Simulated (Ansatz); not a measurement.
# C₂H₄F₂O₂Si: a ladder of functionals and wavefunction methods

Aim: compute C₂H₄F₂O₂Si with functionals from several rungs and with coupled cluster, and see how far each lands from CCSD(T) at the basis-set limit for the atomisation energy.

Computed with Ansatz 0.2.0, Gaussian basis. Level: functionals in def2-TZVPP, the program's frozen cores in correlated methods.

Plan: LDA (SPW92), PBE-D4, revPBE-D4, BLYP-D4, r2SCAN-D4, B97M-V, PBE0-D4, B3LYP-D4, r2SCANh-D4, r2SCAN0-D4, HSE06-D4, BHLYP-D4, CAM-B3LYP-D4, LC-ωPBE, ωB97X-V, ωB97M-V, B2PLYP, PBE-QIDH; CCSD(T)/def2-SVP; CCSD(T)/def2-TZVPP; MP2/def2-QZVPP; extrapolation to the limit; RPA on PBE.

### Step 1. The relaxed structure

The geometry comes from an earlier relaxation with PBE0-D4 in a triple-zeta def2 set; it is a stationary point, not always the lowest conformer.

SMILES `CC(=O)O[SiH](F)F`, 11 atoms, charge 0, spin multiplicity 1.

Atoms are counted from 1 here; the program's logs count them from 0.

Bond lengths: C1–C2 1.490 Å, C1–H8 1.087 Å, C1–H9 1.092 Å, C1–H10 1.092 Å, C2–O3 1.200 Å, C2–O4 1.354 Å, O4–Si5 1.658 Å, Si5–F6 1.578 Å, Si5–F7 1.575 Å, Si5–H11 1.462 Å. Angles: C2–C1–H8 109.9°, C2–C1–H9 109.6°, C2–C1–H10 109.4°, H8–C1–H9 110.4°, H8–C1–H10 110.3°, H9–C1–H10 107.1°, C1–C2–O3 126.3°, C1–C2–O4 112.6°, O3–C2–O4 121.1°, C2–O4–Si5 118.1°, O4–Si5–F6 103.6°, O4–Si5–F7 110.2°, O4–Si5–H11 114.1°, F6–Si5–F7 107.4°, F6–Si5–H11 109.6°, F7–Si5–H11 111.5°.

### Step 2. LDA

This LDA is Slater exchange with PW92 correlation.

Contents of in.yaml:

```yaml
crystal:
  periodic: [false, false, false]
  atoms:
    - {symbol: C, position_ang: [0.795435, -0.770262, 1.638726]}
    - {symbol: C, position_ang: [0.551371, -0.390927, 0.218275]}
    - {symbol: O, position_ang: [1.233626, -0.687448, -0.723647]}
    - {symbol: O, position_ang: [-0.565661, 0.359422, 0.064979]}
    - {symbol: Si, position_ang: [-0.951557, 0.880971, -1.461122]}
    - {symbol: F, position_ang: [-2.211889, 1.801322, -1.230470]}
    - {symbol: F, position_ang: [-1.413406, -0.334108, -2.349629]}
    - {symbol: H, position_ang: [1.702730, -1.363749, 1.712754]}
    - {symbol: H, position_ang: [0.879309, 0.131123, 2.249019]}
    - {symbol: H, position_ang: [-0.059214, -1.335689, 2.015650]}
    - {symbol: H, position_ang: [0.104559, 1.652345, -2.114035]}
basis:
  gaussian: {orbitals: def2-TZVPP}
hamiltonian: {xc: lda}
output: {orbitals: {seedname: orbitals}}
```

Launch:

```console
$ ansatz run in.yaml --threads 2 --pin off --events-out ev --progress --plain --max-ram 32768MiB --backend cuda --devices 0, --max-vram 18GiB
```

The runs that follow: PBE-D4 (GGA); revPBE-D4 (GGA); BLYP-D4 (GGA); r2SCAN-D4 (meta-GGA); B97M-V (meta-GGA); PBE0-D4 (hybrid); B3LYP-D4 (hybrid); r2SCANh-D4 (hybrid); r2SCAN0-D4 (hybrid); HSE06-D4 (hybrid); BHLYP-D4 (hybrid); CAM-B3LYP-D4 (range-separated); LC-ωPBE (range-separated); ωB97X-V (range-separated); ωB97M-V (range-separated); B2PLYP (double hybrid); PBE-QIDH (double hybrid); CCSD(T) in def2-SVP; CCSD(T) in def2-TZVPP; MP2 in def2-QZVPP; RPA on PBE orbitals.

**Question.** What will the summary of the whole plan be? Wanted: atomisation energy, CCSD(T)/CBS; farthest beyond LDA; mean size of error, GGA; mean size of error, meta-GGA; mean size of error, hybrid; mean size of error, range-separated; mean size of error, double hybrid; gap, smallest and largest; T1 diagnostic.

The runs gave:

| quantity | value |
| --- | --- |
| atomisation energy, CCSD(T)/CBS | 50.289 eV |
| functionals within 0.251 eV (0.5 %) | BLYP-D4, r2SCAN-D4, B97M-V, CAM-B3LYP-D4, LC-ωPBE, ωB97X-V, ωB97M-V |
| farthest beyond LDA | BHLYP-D4 (-2.309 eV) |
| mean size of error, GGA | 0.553 eV |
| mean size of error, meta-GGA | 0.093 eV |
| mean size of error, hybrid | 0.809 eV |
| mean size of error, range-separated | 0.071 eV |
| mean size of error, double hybrid | 0.574 eV |
| gap, smallest and largest | 5.26 eV (LDA (SPW92)), 13.46 eV (LC-ωPBE) |
| T1 diagnostic | 0.0137 |
| triples share of the correlation energy | 3.5 % |

In words: LDA overbinds by 7.902 eV (16 %). PBE-D4 misses by +1.059 eV. Double hybrids carry the basis error of their MP2 part in triple zeta, and no dispersion term here, so their miss is partly the set-up's. The rungs range-separated, meta-GGA miss on average by less than the doubt on the reference (0.251 eV), so they tie. The reference freezes the cores and leaves out relativity and excitations past (T), so misses under about 0.251 eV can't be ranked. Hartree-Fock recovers 72 % of the binding; the rest is correlation. CCSD(T) in def2-SVP is off by -3.283 eV, worse than the median functional, from the basis alone. Orbital gaps span 5.3 to 13.5 eV; exact exchange widens them.
